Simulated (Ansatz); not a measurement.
Crystal: BiTe.

```
Bi Te
1.0
     2.42271    1.39875    3.31729
    -2.42271    1.39875    3.31729
     0.00000   -2.79750    3.31729
Bi Te
1 1
Direct
  0.50000 0.50000 0.50000
  0.00000 0.00000 0.00000
```

The cell comes from a database or a generator and needn't be the stable form of this composition.

| Quantity | Value |
| --- | --- |
| Program | Ansatz 0.2.0 |
| Task | relaxation of cell and atoms |
| Functional | RPBE |
| Potentials or basis | Ansatz PAW |
| Cutoff | 420 eV (not typed: the program's choice for these potentials) |
| k mesh | 7 × 7 × 7 |
| Occupations | fermi-dirac, width 0.05 eV |
| Spin | no spin polarisation |

At the start: volume 33.72 Å³/atom.

Q: How do energy, volume and symmetry change on relaxing?

A: It ends after 6 steps and the volume is 34.90 Å³/atom (+3.5 %); space group R-3m (No. 166, to 0.05 Å).

Step by step:
```csv
step,energy change (eV),largest force (eV/Å),volume (Å³)
1,0.0000,0.0000,67.45
2,-0.0079,0.0000,70.44
3,-0.0095,0.0000,69.73
4,-0.0096,0.0000,69.76
5,-0.0096,0.0000,69.81
6,-0.0100,0.0000,69.81
```

Final structure:
```yaml
crystal:
  lattice:
    - [2.43879, 1.40803, 3.38812]
    - [-2.43879, 1.40803, 3.38812]
    - [0.00000, -2.81607, 3.38812]
  atoms:
    - { symbol: Bi, position: [0.50000, 0.50000, 0.50000] }
    - { symbol: Te, position: [0.00000, 0.00000, 0.00000] }
```

Caveat: the plane-wave basis is chosen anew once the cell has moved, so the energies of steps on either side of that aren't comparable; the PAW data sets come from PBE, with cores solved anew for the run's functional, which leaves a small shift of forces and pressure.
